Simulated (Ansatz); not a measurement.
# C3H10Si2: how energies converge with the basis set

An exercise on one series of results from a longer session: the logs are not shown, and one member is left open.

Computed with Ansatz 0.2.0, Gaussian basis. Level: one geometry, several basis sets.

Levels to be run: PBE0-D4/def2-SVP; ωB97M-V/def2-SVP; PBE0-D4/def2-QZVPP; ωB97M-V/def2-QZVPP; the functionals' def2-TZVPP values are taken from earlier runs.

### Structure used throughout

An earlier PBE0-D4 in a triple-zeta def2 set relaxation fixed the geometry.

SMILES `[SiH3]CC1C[SiH2]1`, 15 atoms, charge 0, spin multiplicity 1.

Atoms are counted from 1 here; the program's logs count them from 0.

Bond lengths: Si1–C2 1.883 Å, Si1–H6 1.489 Å, Si1–H7 1.489 Å, Si1–H8 1.488 Å, C2–C3 1.514 Å, C2–H9 1.096 Å, C2–H10 1.095 Å, C3–C4 1.543 Å, C3–Si5 1.857 Å, C3–H11 1.089 Å, C4–Si5 1.849 Å, C4–H12 1.087 Å, C4–H13 1.085 Å, Si5–H14 1.479 Å, Si5–H15 1.479 Å. Angles: C2–Si1–H6 109.6°, C2–Si1–H7 111.1°, C2–Si1–H8 110.9°, H6–Si1–H7 108.5°, H6–Si1–H8 108.2°, H7–Si1–H8 108.3°, Si1–C2–C3 112.2°, Si1–C2–H9 108.5°, Si1–C2–H10 108.7°, C3–C2–H9 110.6°, C3–C2–H10 110.7°, H9–C2–H10 106.0°, C2–C3–C4 117.9°, C2–C3–Si5 123.2°, C2–C3–H11 113.6°, C4–C3–Si5 65.1°, C4–C3–H11 113.1°, Si5–C3–H11 115.1° and more.

Coordinates:

```
Si   -1.7148    0.7922    1.2337
C    -0.4162    0.9827   -0.1165
C     0.7433    0.0258    0.0661
C     0.5156   -1.4588   -0.2871
Si    1.7700   -0.6073   -1.3460
H    -1.0879    1.0148    2.5659
H    -2.8181    1.7774    1.0590
H    -2.3015   -0.5750    1.2176
H    -0.8984    0.8229   -1.0878
H    -0.0650    2.0197   -0.1218
H     1.2805    0.1644    1.0029
H    -0.4516   -1.6918   -0.7241
H     0.8299   -2.1944    0.4460
H     3.2073   -0.8992   -1.1572
H     1.3850   -0.2242   -2.7214
```

Set-up of the first run:

in.yaml reads:

```yaml
crystal:
  periodic: [false, false, false]
  atoms:
    - {symbol: Si, position_ang: [-1.714762, 0.792181, 1.233747]}
    - {symbol: C, position_ang: [-0.416175, 0.982658, -0.116485]}
    - {symbol: C, position_ang: [0.743331, 0.025812, 0.066120]}
    - {symbol: C, position_ang: [0.515587, -1.458803, -0.287118]}
    - {symbol: Si, position_ang: [1.770016, -0.607345, -1.346042]}
    - {symbol: H, position_ang: [-1.087856, 1.014827, 2.565941]}
    - {symbol: H, position_ang: [-2.818066, 1.777408, 1.059000]}
    - {symbol: H, position_ang: [-2.301546, -0.574967, 1.217576]}
    - {symbol: H, position_ang: [-0.898406, 0.822925, -1.087805]}
    - {symbol: H, position_ang: [-0.065020, 2.019748, -0.121769]}
    - {symbol: H, position_ang: [1.280495, 0.164355, 1.002909]}
    - {symbol: H, position_ang: [-0.451574, -1.691779, -0.724144]}
    - {symbol: H, position_ang: [0.829862, -2.194377, 0.445980]}
    - {symbol: H, position_ang: [3.207252, -0.899208, -1.157180]}
    - {symbol: H, position_ang: [1.384962, -0.224234, -2.721430]}
basis:
  gaussian: {orbitals: def2-SVP}
hamiltonian: {xc: pbe0, dispersion: d4}
output: {orbitals: {seedname: orbitals}}
```

Steps of the session up to this table: PBE0-D4 in def2-SVP; ωB97M-V in def2-SVP; PBE0-D4 in def2-QZVPP; ωB97M-V in def2-QZVPP.

One table of the session follows, with a row left open; its other results are not shown here.

It belongs to the step «Functionals by basis». 

| functional | basis | HOMO (eV) | LUMO (eV) |
| --- | --- | --- | --- |
| PBE0-D4 | def2-SVP | ? | ? |
| PBE0-D4 | def2-TZVPP | -6.63 | 0.15 |
| PBE0-D4 | def2-QZVPP | -6.64 | 0.01 |
| ωB97M-V | def2-SVP | -8.74 | 2.50 |
| ωB97M-V | def2-TZVPP | -8.74 | 1.78 |
| ωB97M-V | def2-QZVPP | -8.75 | 1.39 |

Estimate the missing values for PBE0-D4, def2-SVP.

As computed: HOMO (eV): -6.64; LUMO (eV): 0.60.
